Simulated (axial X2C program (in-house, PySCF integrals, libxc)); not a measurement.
# HCAs⁺: bond lengths and stretches, held linear

The task here is to estimate one member of a computed series from the others.

Computed with an in-house X2C program for linear molecules on PySCF integrals. Level: all-electron X2C, two-component (2c) or spin-free, H dyall-v3z, C dyall-v3z, As dyall-v3z.

All values are calculated.

2 further runs of the same task are left out: 2 set aside as unsound or not needed.

Set-up of the first run:

Contents of task.json:

```json
{"zs": [1, 6, 33], "q": 1, "bas": ["dyall-v3z", "dyall-v3z", "dyall-v3z"], "r0": [1.08, 1.65], "symm": 0, "scan": ["PBE0", "HF", "LDA"], "levels": ["PBE0", "HF", "LDA"], "nst": 2}
```

Keys: zs atomic numbers; q charge; bas basis sets; r0 starting distance in Å; symm equal bonds; scan levels of the two-bond scan; levels methods; nst determinants followed.

Command:

```bash
$ python solin.py task.json out
```

Masses H 1.008, C 12.000, As 74.922 u.

Among the steps run: Scan at PBE0, 2c; Scan at LDA, 2c; Scan at PBE0, spin-free.

One table of the session follows, with a row left open; its other results are not shown here.

```
          level  r(C–As) (Å)  lower stretch (cm⁻¹)  upper stretch (cm⁻¹)
       PBE0, 2c            ?                     ?                     ?
        LDA, 2c        1.712                 969.0                3121.9
PBE0, spin-free        1.705                1001.9                3240.7
 LDA, spin-free        1.712                 971.4                3122.8
```

Estimate the missing values for PBE0, 2c.

As computed: r(C–As) (Å): 1.707; lower stretch (cm⁻¹): 995.4; upper stretch (cm⁻¹): 3239.9. In the column «r(C–As) (Å)» it lies between PBE0, spin-free (1.705) and LDA, 2c (1.712).

Scans not shown above were run alike.

The molecule was held linear; bending was not examined, so a bent shape may lie lower. Note: functional without a current term on a determinant with orbital currents, of the molecule or an atom.
